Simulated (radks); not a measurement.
# In⁺ in [Kr] 4d10 5s2: an all-electron calculation

An exercise on one series of results from a longer session: the logs are not shown, and one member is left open.

Method: scalar-relativistic Kohn-Sham, BLYP, spin-polarised, spherical densities, point nucleus. Code: radks (a radial shooting solver on a logarithmic mesh, Libxc functionals) version 1.

### What is computed

| Quantity | Value |
| --- | --- |
| element | indium (Z = 49) |
| charge | +1 |
| electrons | 48 |
| configuration | [Kr] 4d10 5s2 |

Outer shells as boxes (Hund's rule):

In⁺
```
[Kr] core
4d [↑↓][↑↓][↑↓][↑↓][↑↓]
5s [↑↓]
```

Set-up of the first run:

Settings of this run:

```text
Z 49
configuration [Kr] 4d10 5s2 5p0 6s0
relativity scalar-relativistic
functional b88,lyp
spin polarised
nucleus point
c 137.035999084
```

Launch:

```sh
$ python run_ks.py task.json out
```

This one command runs every case of the session in turn.

One of the session's tables, all rows but one given; the rest of the session is left out.

Radial moments (bohr):

| level | <r> | outermost maximum (interpolated) | 90 % within | nodes |
| --- | --- | --- | --- | --- |
| 1s | 0.02971 | 0.0192 | 0.0534 | 0 |
| 2s | 0.1285 | 0.109 | 0.199 | 1 |
| 2p | 0.1122 | 0.0869 | 0.183 | 0 |
| 3s | ? | ? | ? | ? |
| 3p | 0.3472 | 0.309 | 0.522 | 1 |
| 3d | 0.3244 | 0.258 | 0.512 | 0 |
| 4s | 0.8476 | 0.769 | 1.23 | 3 |
| 4p | 0.9216 | 0.815 | 1.36 | 2 |
| 4d | 1.180 | 0.931 | 1.86 | 1 |
| 5s | 2.486 | 2.11 | 3.68 | 4 |
| 5p | 3.199 | 2.64 | 4.81 | 3 |

Estimate the missing values for 3s.

**Answer.** <r>: 0.3487; outermost maximum (interpolated): 0.316; 90 % within: 0.513; nodes: 2. In the column «<r>» it lies between 3p (0.3472) and 4s (0.8476).
